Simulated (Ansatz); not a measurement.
Crystal: Sn3Se.

```
Sn Se
1.0
     4.74188    0.00000    0.00000
     0.00000    4.74188    0.00000
     0.00000    0.00000    4.74188
Sn Se
3 1
Direct
  0.50000 0.50000 0.00000
  0.50000 0.00000 0.50000
  0.00000 0.50000 0.50000
  0.00000 0.00000 0.00000
```

The cell comes from a database or a generator and needn't be the stable form of this composition.

Base run:

```yaml
Program: Ansatz 0.2.0
Functional: LDA
Potentials_or_basis: all-electron LAPW, scalar-relativistic
Cutoff: 148 eV
Density_cutoff: 593 eV
Basis_error_allowed: 0.002 eV/atom
k_mesh: 6 × 6 × 6
Occupations: fermi-dirac, width 0.05 eV
Spin: no spin polarisation
```

Its results: pressure -3.9 GPa.

Question: After a change of settings the same cell gave: pressure 0.3 GPa. Which change was it?
A. functional from LDA to PBEsol; potentials or basis from all-electron LAPW, scalar-relativistic to all-electron PAW datasets made for the crystal
B. functional from LDA to PBE
C. functional from LDA to PBEsol

Answer: B.

PBE binds less tightly than LDA, so the same cell stands under more pressure.

Not every run made on this cell is shown here.
